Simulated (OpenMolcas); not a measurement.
# SnTe (SMILES [Sn][Te]), step by step

Wanted: the energy (HF/ANO-R0), then the excited states (CASSCF(4,4)/ANO-R1), then the vertical excitations (CASPT2(4,4)/ANO-R1) of SnTe. 

The calculation is run with OpenMolcas 26.06.

**1. Starting point**

SnTe: 2 atoms, total charge 0, spin state singlet. SMILES: `[Sn][Te]`. The shape comes from GFN2-xTB, which is rough for such elements, and wasn't checked as a minimum.

Bond lengths: Sn1–Te2 2.537 Å.

**2. The energy at HF/ANO-R0 (sfX2C) (run 1)**

mol.xyz reads:

```xyz
2

Sn     0.000000     0.000000     0.000000
Te     0.000000     0.000000     2.536770
```

step1.inp reads:

```
&GATEWAY
  Coord=mol.xyz
  Basis=ANO-R0
  Group=NoSym

&SEWARD

&SCF
  PrOrbitals=1 1
```

The run is started by

```bash
export MOLCAS_MEM=1860
pymolcas step1.inp > step1.log
```

What it wrote:

```text
--- Start Module: gateway ---
[...]
--- Stop Module: gateway /rc=_RC_ALL_IS_WELL_ ---
--- Start Module: seward ---
[...]
      Basis functions           54
--- Stop Module: seward /rc=_RC_ALL_IS_WELL_ ---
[...]
--- Start Module: scf ---
[...]
       Convergence after   9 Iterations
[...]
::    Total SCF energy                             -12964.7723837094
[...]
      Total spin, S                                     0.0000000000
[...]
      Total electronic charge=  102.000000
      Total            charge=   -0.000000
[...]
      Dipole Moment (debye):
      Origin of the operator (angstrom)=    0.0000    0.0000    1.3192
                   X= -2.2142E-13               Y= -4.0322E-13               Z= -2.2022E+00           Total=  2.2022E+00
      Quadrupole Moment (debye*angstrom):
[...]
--- Stop Module: scf /rc=_RC_ALL_IS_WELL_ ---
[...]
```

It took 6.3 s on 1 thread of Arm Neoverse V1, shared host; peak memory 0.42 GiB.

**3. The vertical excitations at CASSCF(4,4)/ANO-R1 (sfX2C, RICD fitting, 3 states averaged) (run 2)**

mol.xyz is that of step 2.

step2.inp reads:

```
* SnTe CASSCF
>>> EXPORT MOLCAS_PRINT=2

&gateway
  coord=mol.xyz
  basis=ANO-R0
  group=NoSym

&seward

&rasscf
  fileorb=$CurrDir/step1.ScfOrb
  spin=1
  nactel=4 0 0
  inactive=49
  ras2=4
  ciroot=3 3 1
  orblisting=Nothing
>>> COPY $Project.RunFile RUNFIL1
>>> COPY $Project.RasOrb INPORB

&gateway
  coord=mol.xyz
  basis=ANO-R1
  group=NoSym
  ricd

&seward
>>> COPY $Project.RunFile RUNFIL2

&expbas

&rasscf
  fileorb=$Project.ExpOrb
  spin=1
  nactel=4 0 0
  inactive=49
  ras2=4
  ciroot=3 3 1
  orblisting=Nothing
  orbappear=Compact
```

The run is started by

```bash
export MOLCAS_MEM=1860
pymolcas step2.inp > step2.log
```

What it wrote, shortened:

```text
--- Start Module: gateway ---
[...]
      Basis functions           54
[...]
      Number of active orbitals                  4
[...]
      Spin quantum number                      0.0
[...]
      Active orbitals                            4
[...]
      Number of CSFs                            20
[...]
      Number of root(s) required                 3
[...]
      Convergence after 14 iterations
[...]
      printout of CI-coefficients larger than  0.05 for root  1
      energy=  -12964.813893
      conf/sym  1111     Coeff  Weight
             1  2200   0.88396 0.78138
             3  2u0d   0.28328 0.08024
             4  u2d0  -0.28328 0.08024
             8  2002  -0.13418 0.01800
            10  udud   0.11658 0.01359
            12  0220  -0.13418 0.01800
[...]
      Natural orbitals and occupation numbers for root  1
      sym 1:   1.896514   1.896514   0.103486   0.103486
      Natural orbitals and occupation numbers for root  2
      sym 1:   1.498841   1.498841   0.501159   0.501159
      Natural orbitals and occupation numbers for root  3
      sym 1:   1.499656   1.499656   0.500344   0.500344
      ************************************************************************************************************************
      *                                                    Final results                                                     *
[...]
::    RASSCF root number  1 Total energy: -12964.81389264
::    RASSCF root number  2 Total energy: -12964.71296778
::    RASSCF root number  3 Total energy: -12964.71032718
[...]
      Basis functions           86
[...]
--- Start Module: expbas ---
[...]
      Convergence after 13 iterations
[...]
      Natural orbitals and occupation numbers for root  1
      sym 1:   1.907442   1.907442   0.092558   0.092558
      Natural orbitals and occupation numbers for root  2
      sym 1:   1.499279   1.499279   0.500721   0.500721
      Natural orbitals and occupation numbers for root  3
      sym 1:   1.499798   1.499798   0.500202   0.500202
      ************************************************************************************************************************
      *                                                    Final results                                                     *
[...]
::    RASSCF root number  1 Total energy: -12964.85021960
::    RASSCF root number  2 Total energy: -12964.75561066
::    RASSCF root number  3 Total energy: -12964.75432154
[...]
```

Wall time 30 s (1 thread of Arm Neoverse V1, shared host); peak memory 0.42 GiB.

The roots found:

```
excited state  energy (eV)
            1        2.574
            2        2.610
```

**4. The vertical excitations at CASPT2(4,4)/ANO-R1 (sfX2C, RICD fitting, ipea shift 0.25 Eh, pt2 variant MS, 3 states averaged) (run 3)**

mol.xyz is that of step 3.

step3.inp reads:

```
&GATEWAY
 COORD=mol.xyz
 BASIS=ANO-R1
 GROUP=NoSym
 RICD

&SEWARD

&RASSCF
 FILEORB=$CurrDir/step2.RasOrb
 SPIN=1
 NACTEL=4 0 0
 INACTIVE=49
 RAS2=4
 CIROOT=3 3 1
 ORBLISTING=Nothing
 ORBAPPEAR=Compact

&CASPT2
 MULTISTATE=all
 IMAGINARY=0.2

&RASSI
 NROFJOBIPHS=1 all
 IPHNAMES
 JOBMIX
 EJOB
```

The run is started by

```bash
export MOLCAS_MEM=1860
pymolcas step3.inp > step3.log
```

What it wrote, shortened:

```text
[...]
      Basis functions           86
[...]
      Number of active orbitals                  4
[...]
      Spin quantum number                      0.0
[...]
      Active orbitals                            4
[...]
      Number of CSFs                            20
[...]
      Number of root(s) required                 3
[...]
      Convergence after  4 iterations
[...]
      printout of CI-coefficients larger than  0.05 for root  1
      energy=  -12964.850220
      conf/sym  1111     Coeff  Weight
             1  2200   0.89171 0.79514
             3  2u0d   0.27771 0.07712
             4  u2d0  -0.27771 0.07712
             8  2002  -0.12332 0.01521
            10  udud   0.10812 0.01169
            12  0220  -0.12332 0.01521
[...]
      Natural orbitals and occupation numbers for root  1
      sym 1:   1.907442   1.907442   0.092558   0.092558
      Natural orbitals and occupation numbers for root  2
      sym 1:   1.499279   1.499279   0.500721   0.500721
      Natural orbitals and occupation numbers for root  3
      sym 1:   1.499798   1.499798   0.500202   0.500202
      ************************************************************************************************************************
      *                                                    Final results                                                     *
[...]
::    RASSCF root number  1 Total energy: -12964.85021979
::    RASSCF root number  2 Total energy: -12964.75561055
[...]
      Dipole Moment (debye):
      Origin of the operator (angstrom)=    0.0000    0.0000    1.3192
                   X= -5.3396E-13               Y= -1.6056E-12               Z= -1.0400E+00           Total=  1.0400E+00
      Quadrupole Moment (debye*angstrom):
[...]
::    MS-CASPT2 Root  3     Total energy: -12965.57295939
[...]
::    RASSI State    1     Total energy:  -12965.67655356456453
::    RASSI State    2     Total energy:  -12965.57438363883921
::    RASSI State    3     Total energy:  -12965.57295939186224
[...]
  SPIN-FREE ENERGIES:
  (Shifted by EMIN (a.u.) =     -12965.6765535646)
 SF State       Relative EMIN(au)   Rel lowest level(eV)    D:o, cm**(-1)      Abs_M
     1             0.0000000000        0.0000000000              0.0000         0.0
     2             0.1021699257        2.7801853116          22423.7068         0.0
     3             0.1035941727        2.8189410462          22736.2929         0.0
[...]
--- Stop Module: rassi /rc=_RC_ALL_IS_WELL_ ---
[...]
```

It took 23 s on 1 thread of Arm Neoverse V1, shared host; peak memory 0.29 GiB.

The roots found:

```
excited state  energy (eV)  strength
            1        2.780    0.0000
            2        2.819    0.0000
```

**5. Results**

| quantity | value |
| --- | --- |
| run 1, HF/ANO-R0: total energy | -12964.77238 Eh |
| run 1, HF/ANO-R0: dipole moment | 2.20 D |
| run 1, HF/ANO-R0: HOMO energy | -8.12 eV |
| run 1, HF/ANO-R0: LUMO energy | 0.34 eV |
| run 1, HF/ANO-R0: HOMO–LUMO gap | 8.46 eV |
| run 2, CASSCF(4,4)/ANO-R1: energy of the lowest of 3 roots | -12964.85022 Eh |
| run 2, CASSCF(4,4)/ANO-R1: dipole moment (CASSCF density) | 1.37 D |
| run 2, CASSCF(4,4)/ANO-R1: lowest excitation energy within this active space | 2.57 eV |
| run 3, CASPT2(4,4)/ANO-R1: energy of the lowest of 3 roots | -12965.67655 Eh |
| run 3, CASPT2(4,4)/ANO-R1: dipole moment (CASSCF density) | 1.37 D |
| run 3, CASPT2(4,4)/ANO-R1: lowest excitation energy within this active space | 2.78 eV |

The orbitals (run 2, CASSCF(4,4)/ANO-R1) are averaged over several states, so each root lies above its own optimum (it can stand above Hartree-Fock), and forces and dipoles share that bias. The orbitals (run 3, CASPT2(4,4)/ANO-R1) are averaged over several states, so each root lies above its own optimum (it can stand above Hartree-Fock), and forces and dipoles share that bias.
